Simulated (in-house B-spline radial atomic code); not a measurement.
# Si¹⁰⁺: ionisation energy by several methods

Wanted: one ionisation energy, Si¹⁰⁺ to configuration [He] 2s1, up the ladder of functionals.

The numbers are computed with in-house B-spline radial atomic code version 1 (Dirac-Coulomb, several functionals; spherical all-electron atom at the radial basis limit), except any that are marked as measured or tabulated.

## 1. The system

```
element       : silicon (Z = 14)
charge        : +10
electrons     : 4
configuration : [He] 2s2
nucleus       : Fermi, rms radius 3.122 fm
```

The outer shells:

[He] 2s2
```
[He] core
2s [↑↓]
```

## 2. LDA (PW92)

Settings of the run:

```ini
Z = 14
electrons = 4.0
configuration = [He] 2s2
hamiltonian = dirac
method = lda,pw
spin_polarised = False
nucleus = fermi
rms_radius = 3.1224
mass_number = 28
atomic_mass = 27.97692653442
speed_of_light = 137.035999084
```

## 3. AM05

Settings: those of step 2 with these lines changed.

```diff
@@ -4,3 +4,3 @@
 hamiltonian = dirac
-method = lda,pw
+method = am05
 spin_polarised = False
```

## 4. relativistic LDA

Settings: those of step 3 with these lines changed.

```diff
@@ -4,3 +4,3 @@
 hamiltonian = dirac
-method = am05
+method = lda_x_rel,vwn
 spin_polarised = False
```

## 5. BP86

Settings: those of step 4 with these lines changed.

```diff
@@ -4,3 +4,3 @@
 hamiltonian = dirac
-method = lda_x_rel,vwn
+method = b88,p86
 spin_polarised = False
```

## 6. BLYP

Settings: those of step 5 with these lines changed.

```diff
@@ -4,3 +4,3 @@
 hamiltonian = dirac
-method = b88,p86
+method = b88,lyp
 spin_polarised = False
```

## 7. PBE

Settings: those of step 6 with these lines changed.

```diff
@@ -4,3 +4,3 @@
 hamiltonian = dirac
-method = b88,lyp
+method = pbe,pbe
 spin_polarised = False
```

**Question.** The tabulated ionisation energy is 476.273 ± 0.019 eV (semi-empirical; NIST Atomic Spectra Database). What does each method give, and which comes nearest?

As calculated:

| method | rung | total energy (hartree) | ΔSCF (eV) | −ε highest (eV) | ΔSCF less tabulated (eV) |
| --- | --- | --- | --- | --- | --- |
| LDA (PW92) | LDA | -223.4192 | 475.72 | 452.96 (2s1/2) | -0.55 |
| relativistic LDA | LDA | -223.3035 | 475.51 | 452.75 (2s1/2) | -0.76 |
| AM05 | GGA | -223.6583 | 475.76 | 453.11 (2s1/2) | -0.51 |
| BP86 | GGA | -224.5660 | 477.26 | 454.56 (2s1/2) | +0.99 |
| BLYP | GGA | -224.5350 | 477.20 | 454.41 (2s1/2) | +0.93 |
| PBE | GGA | -224.4197 | 477.05 | 454.32 (2s1/2) | +0.78 |

What this shows: Tables give 476.273 ± 0.019 eV (semi-empirical; NIST Atomic Spectra Database) for the ionisation energy. AM05 misses by -0.51 eV, the least, and BP86 by +0.99 eV (0.21 %), the most. PBE is off by +0.78 eV. Open shells are averaged (over orientations, and over spins where the run is restricted), while tables refer to the lowest levels. For the semilocal functionals minus the highest level recovers only 95 % of their own ΔSCF value, a mark of self-interaction.

Members of this set that are not shown: 8 used exact exchange with fractional occupations of an open shell, which is unsound here.
